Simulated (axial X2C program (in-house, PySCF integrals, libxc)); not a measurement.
# CoS: from the state search to constants, part 1 of 2

Aim: find the lowest determinant of CoS, scan the bond at several levels and fit the constants, once spin-free and once with spin–orbit coupling.

Method: all-electron X2C, Co dyall-cv3z, S dyall-av3z; program: an in-house X2C program for linear molecules on PySCF integrals.

All values are calculated.

### Step 1. The job

task.json

```json
{"zs": [27, 16], "q": 0, "bas": ["dyall-cv3z", "dyall-av3z"], "levels": ["PBE0", "HF", "r2SCAN0"], "cc": true, "r0": 1.97, "thr": -2.0, "nmax": 90, "npts": 10, "nst": 2, "ntry": 6}
```

Keys: zs atomic numbers; q charge; bas basis sets; levels methods (HF also brings MP2); cc coupled cluster on or off; r0 starting distance in Å; thr threshold in hartree for freezing inner shells (an s shell follows its p shell); nmax most natural virtual spinors; npts points asked for on the curve; nst determinants followed; ntry starts of the search.

Run with:

```sh
> python so2c.py task.json out
```

Spin-free means the one-electron spin-free X2C Hamiltonian; two-component (2c) means X2C with spin–orbit coupling and atomic mean-field two-electron Coulomb and Gaunt terms. Basis: Co dyall-cv3z contracted to [9s10p6d3f2g], S dyall-av3z contracted to [9s8p3d2f]; Gaussian nuclei, density fitting. Masses: Co 58.933 u, S 31.972 u.

Notation: σ, π±, δ± give the projection m of an orbital's angular momentum (0, ±1, ±2), α and β its spin, Λ and M_S the sums; ω is the projection of a spinor's total angular momentum and Ω the sum. Logs are in hartree.

The results follow Hamiltonian by Hamiltonian and level by level.

### Step 2. State search with PBE0

Determinants are compared with PBE0 at 1.970 Å.

Spin-free determinants:

| ΔE (eV) | state | open shells |
| --- | --- | --- |
| 0.00 | M_S = 3/2, Λ = 2 | beyond closed shells: π+α, π-α, δ+α, δ+β, δ-α |
| 0.46 | M_S = 3/2, Λ = 3 | beyond closed shells: σα, π+α, π+β, π-α, δ+α, δ+β, δ-α |
| 1.08 | M_S = 3/2, Λ = 1 | beyond closed shells: π+α, π+β, π-α, δ+α, δ-α |
| 1.22 | M_S = 5/2, Λ = 2 | beyond closed shells: 2 × σα, π+α, π-α, δ+α, δ+β, δ-α |
| 1.37 | M_S = 3/2, Λ = 0 | beyond closed shells: σα, δ+α, δ-α |
| 1.80 | M_S = 3/2, Λ = 3 | beyond closed shells: σα, π+α, δ+α, δ+β, δ-α |
| 1.80 | M_S = 3/2, Λ = 1 | beyond closed shells: σα, π-α, δ+α, δ+β, δ-α |

Two-component determinants:

| ΔE (eV) | state | open shells |
| --- | --- | --- |
| 0.00 | Ω = 7/2 | excess of +ω over −ω: ω = -1/2, ω = 3/2, ω = 5/2 |
| 0.12 | Ω = 1/2 | excess of +ω over −ω: ω = 1/2 |
| 0.43 | Ω = 9/2 | excess of +ω over −ω: ω = 1/2, ω = 3/2, ω = 5/2 |
| 0.60 | Ω = 3/2 | excess of +ω over −ω: ω = 3/2 |
| 1.11 | Ω = 5/2 | excess of +ω over −ω: ω = 5/2 |
| 1.16 | Ω = 5/2 | excess of +ω over −ω: ω = 5/2 |
| 1.17 | Ω = 1/2 | excess of +ω over −ω: ω = -1/2, ω = -3/2, ω = 5/2 |

### Step 3. PBE0, spin-free

State followed: M_S = 3/2, Λ = 2 (beyond closed shells: π+α, π-α, δ+α, δ+β, δ-α). The scan is laid around 1.970 Å, a first estimate of the minimum, and this SCF restarts from the orbitals of the search.

Output at 1.970 Å:

```text
spin-free X2C-1e  PBE0
basis functions 170  fitting functions 915  grid points 5081
iter        total energy     max residual
   1      -1792.243846279     7.03e-06
   2      -1792.243846283     8.14e-06
   3      -1792.243846285     8.73e-06
converged
one-electron -2712.26692287  Coulomb 889.40006236  exact exchange -20.90086816  xc functional -64.51903900  nuclear repulsion 116.04292138
```

Along the bond, energies from the lowest point:

| R (Å) | E (eV) | μ (D) | HOMO (eV) | LUMO (eV) | iterations |
| --- | --- | --- | --- | --- | --- |
| 1.714 | 1.0557 | -3.75 | -6.59 | -2.61 | 15 |
| 1.793 | 0.4360 | -4.14 | -6.68 | -2.76 | 15 |
| 1.852 | 0.1706 | -4.42 | -6.76 | -2.90 | 15 |
| 1.911 | 0.0349 | -4.70 | -6.83 | -3.04 | 15 |
| 1.970 | 0.0000 | -4.95 | -6.84 | -3.16 | 3 |
| 2.039 | 0.0556 | -5.23 | -6.78 | -3.30 | 14 |
| 2.108 | 0.1876 | -5.47 | -6.67 | -3.42 | 17 |
| 2.196 | 0.4322 | -5.72 | -6.45 | -3.55 | 17 |
| 2.305 | 0.7927 | -5.88 | -6.26 | -3.62 | 18 |
| 2.462 | 1.3297 | -5.80 | -6.10 | -3.55 | 18 |

Dipoles are positive if S is the positive end.

Outer orbitals at the reference distance:

```
symmetry  occupied  ε (eV)             atomic character
      σα       yes  -18.52  74% S s, 10% Co p, 10% Co d
      σβ       yes  -17.88  73% S s, 10% Co p, 10% Co d
     π+α       yes  -11.20             93% Co d, 6% S p
     π-α       yes  -11.20             93% Co d, 6% S p
     δ-α       yes  -10.55                    100% Co d
     δ+α       yes  -10.55                    100% Co d
      σα       yes  -10.54    74% Co d, 19% S p, 5% S s
      σβ       yes   -9.35    54% Co d, 37% S p, 6% S s
     δ+β       yes   -8.12                     99% Co d
      σα       yes   -7.52  53% S p, 28% Co s, 15% Co d
     π+β       yes   -7.21   54% S p, 40% Co d, 4% Co p
     π-β       yes   -7.11   60% S p, 33% Co d, 5% Co p
      σβ       yes   -6.91  39% S p, 33% Co d, 26% Co s
     π-α       yes   -6.84    82% S p, 9% Co p, 9% Co d
     π+α       yes   -6.84    82% S p, 9% Co p, 9% Co d
      σα        no   -3.16  40% Co p, 31% Co s, 17% S p
     π+β        no   -2.83  57% Co d, 30% S p, 12% Co p
      σβ        no   -2.60  39% Co p, 34% Co s, 14% S p
     π-β        no   -2.54  64% Co d, 23% S p, 11% Co p
```

PBE0 fields in the half plane through the axis: z from -2.4 to 4.2 Å across, distance from the axis 0.15 to 2.25 Å upwards; Co lies at z = 0 and S at z = 1.970 Å; the ELF is damped to zero where the density is low.

log10 density (e/bohr³). Ten even steps from '0' (-4.77 ) to '9' (1.38 ):
```
00011222222222222221100
00112233333333333322110
01122333444444444333211
01223344444444554443221
11233445555555555544322
11234456665556666554332
12234567876666666654432
12234578987666997654432
```

ELF. Ten even steps from '0' (0.00 ) to '9' (0.88 ):
```
00000011111111111000000
00000122222223333210000
00000123333345666532000
00000122333567888764200
00000012222589999986310
00000013421489899997420
00000137872385004998520
00000278686370991898520
```

Re = 1.965 Å, ωe = 544 cm⁻¹, ωexe = 1.73 cm⁻¹, Be = 0.2107 cm⁻¹, De = 3.37 eV, μ = -4.93 D.

### Step 4. HF, spin-free

The SCF at the reference distance of 1.970 Å:

```text
spin-free X2C-1e  HF
basis functions 170  fitting functions 915  grid points 5081
iter        total energy     max residual
   1      -1790.427411764     1.21e-01
   2      -1790.482180319     3.03e-02
   3      -1790.497246876     2.63e-02
   4      -1790.504572243     1.24e-02
   5      -1790.512259848     7.30e-03
   6      -1790.514220771     4.31e-03
   7      -1790.515026981     1.76e-03
   8      -1790.515569555     1.27e-03
   9      -1790.515811080     1.11e-03
  10      -1790.516073288     1.01e-03
  11      -1790.516369651     1.01e-03
  12      -1790.516840833     9.82e-04
  13      -1790.517417781     9.61e-04
  14      -1790.517528119     7.00e-04
  15      -1790.517796128     7.76e-04
  16      -1790.517796613     2.97e-04
  17      -1790.517840026     2.84e-04
  18      -1790.517845262     1.02e-04
  19      -1790.517847470     3.56e-05
  20      -1790.517847619     8.35e-06
  21      -1790.517847620     3.47e-06
  22      -1790.517847621     1.40e-06
converged
one-electron -2710.18353195  Coulomb 887.47177216  exact exchange -83.84900922  xc functional 0.00000000  nuclear repulsion 116.04292138
```

No constants are quoted: too few points lie around the minimum for a second fit to confirm the first.

### Step 5. r2SCAN0, spin-free

The SCF at the reference distance of 1.970 Å:

```text
spin-free X2C-1e  r2SCAN0
basis functions 170  fitting functions 915  grid points 5081
iter        total energy     max residual
   1      -1792.489590640     3.05e-02
   2      -1792.491786295     6.37e-03
   3      -1792.487740187     2.29e-02
   4      -1792.492240000     3.45e-03
   5      -1792.492255721     3.01e-03
   6      -1792.492365153     4.41e-04
   7      -1792.492378403     5.54e-04
   8      -1792.492383994     1.39e-04
   9      -1792.492385811     5.35e-05
  10      -1792.492386137     2.89e-05
  11      -1792.492386192     6.70e-06
  12      -1792.492386204     3.33e-06
  13      -1792.492386205     1.20e-06
converged
one-electron -2712.06999310  Coulomb 889.23409875  exact exchange -20.91429037  xc functional -64.78512286  nuclear repulsion 116.04292138
```

Re = 1.962 Å, ωe = 548 cm⁻¹, ωexe = 1.67 cm⁻¹, Be = 0.2113 cm⁻¹, De = 3.03 eV, μ = -5.33 D.

### Step 6. Correlated methods, spin-free

Correlated methods: 15 electrons correlated (frozen shells, counted by type: Co 3 s, 2 p; S 2 s, 1 p), 249 virtual spinors in MP2, 90 natural virtuals in coupled cluster.

Output of the correlated part at 1.970 Å:

```text
correlated 15  virtual 249  natural virtual 90  E(MP2) -0.449478207  MP2 remainder -0.042593342
iter   CCSD correlation   residual
   1     -0.402409144   1.66e-01
   2     -0.415779186   9.38e-02
   3     -0.424440502   5.97e-02
   4     -0.428223965   3.97e-02
   5     -0.432057955   2.54e-02
   6     -0.433039776   1.24e-02
   7     -0.433688519   7.13e-03
   8     -0.433879623   4.20e-03
   9     -0.433912784   2.50e-03
  10     -0.433999349   1.23e-03
  11     -0.433965416   6.48e-04
  12     -0.433985196   3.78e-04
  13     -0.433980480   2.21e-04
  14     -0.433977842   1.16e-04
  15     -0.433977798   5.36e-05
  16     -0.433977364   2.78e-05
  17     -0.433976918   1.62e-05
  18     -0.433976460   1.08e-05
  19     -0.433976007   5.10e-06
  20     -0.433976002   2.33e-06
(T) -0.021973609  T1 0.1012  D1 0.2671  max T2 0.084
```

T1 in the output is the amplitude norm over the root of the electron number; divide by √2 for the Lee–Taylor value.

MP2: No constants are quoted: the reference is strongly spin-contaminated.

CCSD: Re = 1.939 Å, ωe = 581 cm⁻¹, Be = 0.2164 cm⁻¹, De = 2.28 eV. T1 at Re = 0.071 (Lee–Taylor, the printed value over √2).

CCSD(T): No constants are quoted: the points don't follow one smooth fit.

### Step 7. A higher determinant, spin-free

State: M_S = 3/2, Λ = 3 (beyond closed shells: σα, π+α, π+β, π-α, δ+α, δ+β, δ-α).

Output at the reference distance:

```text
spin-free X2C-1e  PBE0
basis functions 170  fitting functions 915  grid points 5081
iter        total energy     max residual
   1      -1792.227027613     1.05e-05
   2      -1792.227027602     4.21e-05
   3      -1792.227027616     4.33e-06
   4      -1792.227027617     2.76e-06
converged
one-electron -2712.83304247  Coulomb 890.02496175  exact exchange -20.91656896  xc functional -64.54529932  nuclear repulsion 116.04292138
```

| R (Å) | E above the lowest PBE0 point (eV) |
| --- | --- |
| 1.714 | 1.896 |
| 1.793 | 1.150 |
| 1.852 | 0.794 |
| 1.911 | 0.573 |
| 1.970 | 0.458 |
| 2.039 | 0.425 |
| 2.108 | 0.474 |
| 2.196 | 0.617 |
| 2.305 | 0.863 |

Re = 2.028 Å, ωe = 483 cm⁻¹, ωexe = 2.29 cm⁻¹, Be = 0.1977 cm⁻¹, μ = -5.42 D. Te = 0.42 eV.

### Step 8. The spin-free curves together

Energy (eV) of the followed determinant, spin-free, from each level's lowest point:

| R (Å) | PBE0 | HF | MP2 (spin-contaminated) | CCSD | CCSD(T) | r2SCAN0 |
| --- | --- | --- | --- | --- | --- | --- |
| 1.714 | 1.056 | 2.357 | 0.846 | n/a | n/a | 1.038 |
| 1.793 | 0.436 | 1.427 | 0.275 | 0.368 | 0.355 | 0.425 |
| 1.852 | 0.171 | 0.942 | 0.050 | 0.110 | 0.101 | 0.163 |
| 1.911 | 0.035 | 0.597 | 0.000 | 0.000 | 0.000 | 0.031 |
| 1.970 | 0.000 | 0.353 | 0.085 | 0.003 | 0.019 | 0.000 |
| 2.039 | 0.056 | 0.164 | 0.232 | 0.088 | 0.129 | 0.060 |
| 2.108 | 0.188 | 0.053 | 0.387 | 0.224 | 0.292 | 0.196 |
| 2.196 | 0.432 | 0.000 | 0.596 | 0.442 | 0.546 | 0.449 |
| 2.305 | 0.793 | 0.034 | 0.864 | n/a | n/a | 0.824 |
| 2.462 | 1.330 | 0.206 | 1.268 | n/a | n/a | 1.391 |

(Continued in part 2 of 2.)
